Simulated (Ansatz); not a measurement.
# AlH8NO3Si: how energies converge with the basis set

The task here is to estimate one member of a computed series from the others.

Computed with Ansatz 0.2.0, Gaussian basis. Level: one geometry, several basis sets.

The runs, in order: PBE0-D4/def2-SVP; ωB97M-V/def2-SVP; PBE0-D4/def2-QZVPP; ωB97M-V/def2-QZVPP; the functionals' def2-TZVPP values are taken from earlier runs.

**Structure used throughout**

The geometry comes from an earlier relaxation with PBE0-D4 in a triple-zeta def2 set; it is a stationary point, not always the lowest conformer.

14 atoms, charge 0, spin multiplicity 1.

Atoms are counted from 1 here; the program's logs count them from 0.

Bond lengths: O1–Al2 1.720 Å, O1–H7 0.955 Å, Al2–O3 1.730 Å, Al2–O4 1.720 Å, Al2–N5 2.010 Å, O3–H8 0.955 Å, O4–H9 0.954 Å, N5–Si6 1.795 Å, N5–H10 1.017 Å, N5–H11 1.017 Å, Si6–H12 1.474 Å, Si6–H13 1.473 Å, Si6–H14 1.490 Å. Angles: Al2–O1–H7 121.1°, O1–Al2–O3 116.6°, O1–Al2–O4 118.4°, O1–Al2–N5 100.6°, O3–Al2–O4 117.2°, O3–Al2–N5 97.0°, O4–Al2–N5 100.5°, Al2–O3–H8 120.7°, Al2–O4–H9 121.3°, Al2–N5–Si6 111.7°, Al2–N5–H10 106.4°, Al2–N5–H11 106.1°, Si6–N5–H10 112.5°, Si6–N5–H11 112.4°, H10–N5–H11 107.2°, N5–Si6–H12 108.4°, N5–Si6–H13 108.3°, N5–Si6–H14 106.7° and more.

Set-up of the first run:

in.yaml reads:

```yaml
crystal:
  periodic: [false, false, false]
  atoms:
    - {symbol: O, position_ang: [-2.399431, -0.176125, 0.043481]}
    - {symbol: Al, position_ang: [-0.892403, 0.422994, 0.616064]}
    - {symbol: O, position_ang: [0.023018, -0.631059, 1.637434]}
    - {symbol: O, position_ang: [-0.735450, 2.113329, 0.889684]}
    - {symbol: N, position_ang: [0.239686, 0.211156, -1.031788]}
    - {symbol: Si, position_ang: [1.623960, -0.896837, -0.749030]}
    - {symbol: H, position_ang: [-3.191690, 0.353943, 0.094321]}
    - {symbol: H, position_ang: [-0.386401, -1.390474, 2.047201]}
    - {symbol: H, position_ang: [-0.409715, 2.452563, 1.720244]}
    - {symbol: H, position_ang: [0.536883, 1.146354, -1.297780]}
    - {symbol: H, position_ang: [-0.383582, -0.125379, -1.761332]}
    - {symbol: H, position_ang: [1.091834, -2.242297, -0.465177]}
    - {symbol: H, position_ang: [2.472930, -0.317895, 0.306922]}
    - {symbol: H, position_ang: [2.397560, -0.949670, -2.021442]}
basis:
  gaussian: {orbitals: def2-SVP}
hamiltonian: {xc: pbe0, dispersion: d4}
output: {orbitals: {seedname: orbitals}}
```

On the command line:

```bash
ansatz run in.yaml --threads 4 --pin off --events-out ev --progress --plain --max-ram 11315MiB
```

Steps of the session up to this table: PBE0-D4 in def2-SVP; ωB97M-V in def2-SVP; PBE0-D4 in def2-QZVPP; ωB97M-V in def2-QZVPP.

One of the session's tables, all rows but one given; the rest of the session is left out.

It belongs to the step «Density functionals: the series». 

```
functional       basis  HOMO (eV)  LUMO (eV)
   PBE0-D4    def2-SVP      -7.64       0.16
   PBE0-D4  def2-TZVPP      -7.96      -0.33
   PBE0-D4  def2-QZVPP      -8.04      -0.52
   ωB97M-V    def2-SVP     -10.09       1.90
   ωB97M-V  def2-TZVPP          ?          ?
   ωB97M-V  def2-QZVPP     -10.53       0.84
```

Estimate the missing values for ωB97M-V, def2-TZVPP.

As computed: HOMO (eV): -10.44; LUMO (eV): 1.22. In the column «HOMO (eV)» it lies between ωB97M-V, def2-QZVPP (-10.53) and ωB97M-V, def2-SVP (-10.09).
